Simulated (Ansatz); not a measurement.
# AlClFH2N: the cost of one run

Program: Ansatz 0.2.0. Level of theory: RKS r2SCAN-D4/def2-SVP. These are calculated values, not measurements.

### 1 Starting point

Bond lengths: Al1–Cl2 2.230 Å, Al1–N3 1.920 Å, N3–H4 1.060 Å, N3–H5 1.060 Å, Al1–F6 1.690 Å. Angles: Cl2–Al1–N3 120.0°, Cl2–Al1–F6 120.0°, N3–Al1–F6 120.0°, Al1–N3–H4 120.0°, Al1–N3–H5 120.0°, H4–N3–H5 120.0°.

Structure file:

```xyz
6

Al    0.0000    0.0000    0.0000
Cl    0.0000    0.0000    2.2300
N     1.6627    0.0000   -0.9600
H     2.1293   -0.9179   -1.2118
H     2.1141    0.9179   -1.2382
F    -1.4635    0.0000   -0.8450
```

### 2 Preparing the start

input.yaml

```yaml
crystal:
  periodic: [false, false, false]
  atoms:
    - { symbol: Al, position_ang: [0.0, 0.0, 0.0] }
    - { symbol: Cl, position_ang: [0.0, 0.0, 2.23] }
    - { symbol: "N", position_ang: [1.6627, 0.0, -0.96] }
    - { symbol: H, position_ang: [2.1293, -0.9179, -1.2118] }
    - { symbol: H, position_ang: [2.1141, 0.9179, -1.2382] }
    - { symbol: F, position_ang: [-1.4635, 0.0, -0.845] }
basis:
  gaussian: { orbitals: def2-SVP }
hamiltonian:
  xc: r2scan
  dispersion: d4
relax:
  f_tol: 0.02
  max_steps: 40
```

Launch:

```console
> ansatz run input.yaml --threads 1 --pin off --max-ram 2048MiB --backend cpu --events-out ev --progress --plain --runs-dir out
```

**Question.** How long does this run take on 1 thread of Intel Xeon Platinum 8488C (Sapphire Rapids), shared host, and how much memory does it need?

About 29 s, with a peak of 0.18 GiB.
